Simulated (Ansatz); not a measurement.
**BH₁₈N₃Si₆: a ladder of functionals and wavefunction methods**

How much do the methods differ for BH₁₈N₃Si₆? The plan is to run it at one geometry with functionals of several rungs and with coupled cluster. The yardstick is the atomisation energy at the CCSD(T) limit.

Computed with Ansatz 0.2.0, Gaussian basis. Level: functionals in def2-TZVPP, the program's frozen cores in correlated methods.

Levels to be run: LDA (SPW92), PBE-D4, revPBE-D4, BLYP-D4, r2SCAN-D4, B97M-V, PBE0-D4, B3LYP-D4, r2SCANh-D4, r2SCAN0-D4, HSE06-D4, BHLYP-D4, CAM-B3LYP-D4, LC-ωPBE, ωB97X-V, ωB97M-V, B2PLYP, PBE-QIDH; CCSD(T)/def2-SVP; CCSD(T)/def2-TZVPP; MP2/def2-QZVPP; extrapolation to the limit; RPA on PBE.

## 1. The geometry

The geometry comes from an earlier relaxation with PBE0-D4 in a triple-zeta def2 set; it is a stationary point, not always the lowest conformer.

SMILES `[SiH3]N([SiH3])B(N([SiH3])[SiH3])N([SiH3])[SiH3]`, 28 atoms, charge 0, spin multiplicity 1.

Atoms are counted from 1 here; the program's logs count them from 0.

Bond lengths: Si1–N2 1.743 Å, Si1–H11 1.483 Å, Si1–H12 1.485 Å, Si1–H13 1.488 Å, N2–Si3 1.744 Å, N2–B4 1.449 Å, Si3–H14 1.487 Å, Si3–H15 1.484 Å, Si3–H16 1.487 Å, B4–N5 1.449 Å, B4–N8 1.449 Å, N5–Si6 1.744 Å, N5–Si7 1.743 Å, Si6–H17 1.484 Å, Si6–H18 1.487 Å, Si6–H19 1.487 Å, Si7–H20 1.483 Å, Si7–H21 1.485 Å and more. Angles: N2–Si1–H11 108.9°, N2–Si1–H12 112.3°, N2–Si1–H13 108.5°, H11–Si1–H12 110.2°, H11–Si1–H13 109.3°, H12–Si1–H13 107.7°, Si1–N2–Si3 117.9°, Si1–N2–B4 124.1°, Si3–N2–B4 117.6°, N2–Si3–H14 106.9°, N2–Si3–H15 110.0°, N2–Si3–H16 113.0°, H14–Si3–H15 109.9°, H14–Si3–H16 108.2°, H15–Si3–H16 108.8°, N2–B4–N5 120.0°, N2–B4–N8 119.9°, N5–B4–N8 120.0° and more.

Geometry (Å):

```xyz
28

Si   -1.06040   -1.85194   -1.85275
N    -0.49840   -1.33143   -0.28701
Si   -0.34597   -2.53437    0.96655
B     0.00040   -0.00053   -0.00510
N    -0.74735    1.16053   -0.44357
Si   -2.48834    1.06601   -0.40193
Si   -0.02460    2.56385   -1.18311
N     1.19446    0.16895    0.79845
Si    1.20576    1.46174    1.96890
Si    2.67770   -0.70862    0.53743
H    -0.87455   -0.74480   -2.82226
H    -2.48327   -2.27738   -1.82747
H    -0.24591   -3.02177   -2.28078
H    -1.22854   -3.66892    0.58513
H    -0.78280   -1.96951    2.26728
H     1.04039   -3.05148    1.11136
H    -2.93419    0.49093    0.89123
H    -3.05342    0.24945   -1.50841
H    -2.99911    2.45573   -0.54127
H     1.43195    2.32948   -1.33718
H    -0.26426    3.80083   -0.39664
H    -0.63597    2.75622   -2.52638
H    -0.06462    1.46229    2.73567
H     1.39319    2.80224    1.35382
H     2.34968    1.20529    2.88391
H     3.06575   -1.52194    1.71812
H     3.76826    0.27244    0.28572
H     2.51756   -1.57867   -0.65321
```

## 2. LDA

This LDA is Slater exchange with PW92 correlation.

The input, in.yaml:

```yaml
crystal:
  periodic: [false, false, false]
  atoms:
    - {symbol: Si, position_ang: [-1.060403, -1.851939, -1.852751]}
    - {symbol: N, position_ang: [-0.498397, -1.331429, -0.287009]}
    - {symbol: Si, position_ang: [-0.345974, -2.534371, 0.966551]}
    - {symbol: B, position_ang: [0.000403, -0.000531, -0.005096]}
    - {symbol: N, position_ang: [-0.747354, 1.160529, -0.443566]}
    - {symbol: Si, position_ang: [-2.488336, 1.066008, -0.401932]}
    - {symbol: Si, position_ang: [-0.024604, 2.563846, -1.183114]}
    - {symbol: N, position_ang: [1.194460, 0.168954, 0.798449]}
    - {symbol: Si, position_ang: [1.205763, 1.461736, 1.968902]}
    - {symbol: Si, position_ang: [2.677696, -0.708621, 0.537426]}
    - {symbol: H, position_ang: [-0.874548, -0.744804, -2.822263]}
    - {symbol: H, position_ang: [-2.483268, -2.277381, -1.827468]}
    - {symbol: H, position_ang: [-0.245911, -3.021773, -2.280780]}
    - {symbol: H, position_ang: [-1.228536, -3.668916, 0.585130]}
    - {symbol: H, position_ang: [-0.782803, -1.969512, 2.267277]}
    - {symbol: H, position_ang: [1.040387, -3.051484, 1.111364]}
    - {symbol: H, position_ang: [-2.934192, 0.490933, 0.891230]}
    - {symbol: H, position_ang: [-3.053421, 0.249445, -1.508414]}
    - {symbol: H, position_ang: [-2.999108, 2.455732, -0.541272]}
    - {symbol: H, position_ang: [1.431951, 2.329484, -1.337178]}
    - {symbol: H, position_ang: [-0.264259, 3.800834, -0.396642]}
    - {symbol: H, position_ang: [-0.635972, 2.756220, -2.526380]}
    - {symbol: H, position_ang: [-0.064621, 1.462295, 2.735672]}
    - {symbol: H, position_ang: [1.393192, 2.802235, 1.353818]}
    - {symbol: H, position_ang: [2.349681, 1.205286, 2.883914]}
    - {symbol: H, position_ang: [3.065755, -1.521941, 1.718121]}
    - {symbol: H, position_ang: [3.768264, 0.272439, 0.285720]}
    - {symbol: H, position_ang: [2.517556, -1.578674, -0.653210]}
basis:
  gaussian: {orbitals: def2-TZVPP}
hamiltonian: {xc: lda}
output: {orbitals: {seedname: orbitals}}
```

Run with:

```
$ ansatz run in.yaml --threads 5 --pin off --events-out ev --progress --plain --max-ram 66560MiB --backend cuda --devices 0, --max-vram 37GiB
```

After this run come: PBE-D4 (GGA); revPBE-D4 (GGA); BLYP-D4 (GGA); r2SCAN-D4 (meta-GGA); B97M-V (meta-GGA); PBE0-D4 (hybrid); B3LYP-D4 (hybrid); r2SCANh-D4 (hybrid); r2SCAN0-D4 (hybrid); HSE06-D4 (hybrid); BHLYP-D4 (hybrid); CAM-B3LYP-D4 (range-separated); LC-ωPBE (range-separated); ωB97X-V (range-separated); ωB97M-V (range-separated); B2PLYP (double hybrid); PBE-QIDH (double hybrid); CCSD(T) in def2-SVP; CCSD(T) in def2-TZVPP; MP2 in def2-QZVPP; RPA on PBE orbitals.

Before running them: what should the planned runs give, taken together? Wanted: atomisation energy, CCSD(T)/CBS; farthest beyond LDA; mean size of error, GGA; mean size of error, meta-GGA; mean size of error, hybrid; mean size of error, range-separated; mean size of error, double hybrid; gap, smallest and largest; T1 diagnostic.

**Answer**, as computed:

| quantity | value |
| --- | --- |
| atomisation energy, CCSD(T)/CBS | 9357.7 kJ/mol |
| functionals within 46.8 kJ/mol (0.5 %) | r2SCAN-D4, B97M-V, B3LYP-D4, ωB97M-V |
| farthest beyond LDA | revPBE-D4 (-192.3 kJ/mol) |
| mean size of error, GGA | 101.7 kJ/mol |
| mean size of error, meta-GGA | 28.8 kJ/mol |
| mean size of error, hybrid | 85.3 kJ/mol |
| mean size of error, range-separated | 81.4 kJ/mol |
| mean size of error, double hybrid | 143.6 kJ/mol |
| gap, smallest and largest | 5.08 eV (LDA (SPW92)), 12.21 eV (LC-ωPBE) |
| T1 diagnostic | 0.0130 |
| triples share of the correlation energy | 3.8 % |

In words: LDA overbinds by 1015.9 kJ/mol (11 %). PBE-D4 is off by -58.6 kJ/mol. Double hybrids carry the basis error of their MP2 part in triple zeta, and no dispersion term here, so their miss is partly the set-up's. By mean error the best rung here is meta-GGA (28.8 kJ/mol) and the worst beyond LDA is double hybrid (143.6 kJ/mol). The reference freezes the cores and leaves out relativity and excitations past (T), so misses under about 46.8 kJ/mol can't be ranked. Hartree-Fock recovers 74 % of the binding; the rest is correlation. CCSD(T) in def2-SVP is off by -651.0 kJ/mol, which most functionals beat. Orbital gaps span 5.1 to 12.2 eV; exact exchange widens them.
